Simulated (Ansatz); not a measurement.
# Ge3C3N8: the band gap up the ladder of functionals

An exercise on one series of results from a longer session: the logs are not shown, and one member is left open.

The runs shown are made with Ansatz 0.2.0. PAW datasets, plane waves. Spin-unpolarised throughout. Whether this structure exists isn't addressed.

## The system as given

The cell was relaxed beforehand with r2SCAN.

Space group P-6 (No. 174), hexagonal; a = 7.213 Å, c = 2.767 Å in the conventional setting, 8.91 Å³ an atom. Ge has 4 N at 1.78–1.88 Å; C has 4 N at 1.41–1.63 Å; N has 3 Ge at 1.80 Å; N has 3 C at 1.47 Å; N has 2 C at 1.63 Å and 1 Ge at 1.88 Å.

Coordinates:

```cif
data_structure
_symmetry_space_group_name_H-M 'P-6'
_symmetry_Int_Tables_number 174
_cell_length_a 7.2127
_cell_length_b 7.2127
_cell_length_c 2.7673
_cell_angle_alpha 90.000
_cell_angle_beta 90.000
_cell_angle_gamma 120.000
_cell_volume 124.68
loop_
_atom_site_label
_atom_site_type_symbol
_atom_site_symmetry_multiplicity
_atom_site_Wyckoff_symbol
_atom_site_fract_x
_atom_site_fract_y
_atom_site_fract_z
_atom_site_occupancy
Ge1 Ge 3 k 0.22937 0.84738 0.50000 1
C1 C 3 j 0.43403 0.24792 0.00000 1
N1 N 1 d 0.33333 0.66667 0.50000 1
N2 N 1 e 0.66667 0.33333 0.00000 1
N3 N 3 k 0.94882 0.61355 0.50000 1
N4 N 3 j 0.29322 0.02471 0.00000 1
```

Set-up of the first run:

File input.yaml:

```yaml
crystal:
  lattice:
    - [7.2127117962, -2.8e-09, 0.0]
    - [-3.6063558956, 6.2463916471, 0.0]
    - [0.0, 0.0, 2.7673019336]
  atoms:
    - { symbol: Ge, position: [0.2293700551, 0.84738495, 0.5] }
    - { symbol: C, position: [0.4340339896, 0.2479239987, 0.0] }
    - { symbol: C, position: [0.8138900091, 0.5659660104, 0.0] }
    - { symbol: Ge, position: [0.15261505, 0.3819851052, 0.5] }
    - { symbol: Ge, position: [0.6180148948, 0.7706299449, 0.5] }
    - { symbol: C, position: [0.7520760013, 0.1861099909, 0.0] }
    - { symbol: "N", position: [0.3333333333, 0.6666666667, 0.5] }
    - { symbol: "N", position: [0.6666666667, 0.3333333333, 0.0] }
    - { symbol: "N", position: [0.9488184427, 0.6135534437, 0.5] }
    - { symbol: "N", position: [0.293223618, 1.0247064503, 0.0] }
    - { symbol: "N", position: [0.7314828323, 0.706776382, 0.0] }
    - { symbol: "N", position: [0.3864465563, 0.335264999, 0.5] }
    - { symbol: "N", position: [-0.0247064503, 0.2685171677, 0.0] }
    - { symbol: "N", position: [0.664735001, 0.0511815573, 0.5] }
kpoints:
  mp_grid: { grid: [6, 6, 10] }
  band_path:
    path:
      - [[0.0, 0.0, 0.0], [0.5, 2.685974413964e-17, 0.0], [0.3333333333333, 0.3333333333333, 0.0], [0.0, 0.0, 0.0], [0.0, 0.0, 0.5], [0.5, 2.685974413964e-17, 0.5], [0.3333333333333, 0.3333333333333, 0.5], [0.0, 0.0, 0.5]]
      - [[0.5, 2.685974413964e-17, 0.5], [0.5, 2.685974413964e-17, 0.0]]
      - [[0.3333333333333, 0.3333333333333, 0.5], [0.3333333333333, 0.3333333333333, 0.0]]
    npoints: 10
hamiltonian:
  xc: pbe
scf:
  occupations: { method: fermi_dirac, width: 0.02 }
  n_extra_bands: 7
output:
  forces: true
  stress: true
  eigenvalues: true
  write_density: true
  write_potential: true
  elf: true
  volumetric_format: npy
```

Steps of the session up to this table: Band structure with PBE; r2SCAN at the same geometry; HSE06 at the same geometry; PBE+SOC; Single point with PBE0.

One of the session's tables, all rows but one given; the rest of the session is left out.

| level | gap (eV) |
| --- | --- |
| PBE | 1.84 |
| r2SCAN | 2.16 |
| HSE06 | 3.26 |
| PBE+SOC | 1.84 |
| PBE0 | ? |

Q: Estimate the row for PBE0 from the others.

**Answer.** gap (eV): 4.02. In the column «gap (eV)» it is the highest.

Meshes: PBE 6×6×10, r2SCAN 6×6×10, HSE06 3×3×6, PBE+SOC 6×6×10, PBE0 3×3×6

Against HSE06, PBE is short by 1.42 eV, at 56 % of it, and r2SCAN 66 %. PBE0 lies 0.76 eV above HSE06, which differs from it by screening the long-range exchange.

Limits of these values: Warnings in the runs' records: stress scf threshold loose, stress exchange threshold loose.
